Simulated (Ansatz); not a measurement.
# H2OSZn: the cost of one run

Computed with Ansatz 0.2.0, Gaussian basis. Level: PBE0-D4/def2-TZVP structures, single points in def2-TZVPP, no counterpoise correction.

Levels: SPW92, PBE-D4, BLYP-D4, r2SCAN-D4, B97M-V, PBE0-D4, B3LYP-D4, r2SCAN0-D4, BHLYP-D4, CAM-B3LYP-D4, wB97X-V, wB97M-V, B2PLYP, PBE-QIDH, RPA on PBE, Hartree-Fock, MP2, CCSD, CCSD(T).

Correlated methods freeze the cores. The 3s and 3p shells of Cu and Zn are frozen; filled d shells are correlated. B3LYP uses VWN-RPA correlation. B2PLYP carries no dispersion term here.

94 further runs of the same task are left out: 94 set aside as unsound or not needed. Runs told in other sessions of the task aren't counted.

## Step 1: Where the work starts

The complex: 9 atoms, charge 0, spin multiplicity 1.

Atoms are counted from 1 here; the program's logs count them from 0.

Bond lengths: Zn1–S2 2.160 Å, Zn1–O3 1.786 Å, S2–H6 1.344 Å, O3–H7 0.959 Å, H4–As5 1.525 Å, As5–H8 1.525 Å, As5–H9 1.524 Å. Angles: S2–Zn1–O3 175.2°, Zn1–S2–H6 92.8°, Zn1–O3–H7 115.9°, H4–As5–H8 93.1°, H4–As5–H9 92.0°, H8–As5–H9 92.1°.

Coordinates:

```
Zn    0.24108    0.46598   -1.16141
S     2.38732    0.26354   -1.03324
O    -1.51584    0.66679   -1.41267
H    -0.72164   -1.37178    0.33632
As   -0.93110   -0.78218    1.72666
H     2.35329    0.05184    0.29342
H    -1.77235    1.19461   -2.17052
H    -0.53838    0.62266    1.28026
H     0.49761   -1.11136    2.14119
```

Its parts: H₂OSZn holds atoms 1, 2, 3, 6, 7; AsH₃ holds atoms 4, 5, 8, 9. Each part counts its atoms afresh in its own runs.

## Step 2: Relaxing H₂OSZn alone

The input, relax-a/in.yaml:

```yaml
crystal:
  periodic: [false, false, false]
  atoms:
    - {symbol: Zn, position_ang: [0.241079, 0.465978, -1.161408]}
    - {symbol: S, position_ang: [2.387323, 0.263538, -1.033243]}
    - {symbol: O, position_ang: [-1.515844, 0.666791, -1.412668]}
    - {symbol: H, position_ang: [2.353289, 0.051836, 0.293419]}
    - {symbol: H, position_ang: [-1.772347, 1.194615, -2.170523]}
basis:
  gaussian: {orbitals: def2-TZVP}
hamiltonian: {xc: pbe0, dispersion: d4}
relax: {f_tol: 0.005, max_steps: 200}
```

On the command line:

```console
> ansatz run in.yaml --threads 8 --pin off --events-out ev --progress --plain --max-ram 19148MiB
```

Q: Estimate wall time and peak memory on 8 threads of Intel Xeon at 2.50GHz, shared host.

About 27 s, with a peak of 0.52 GiB.
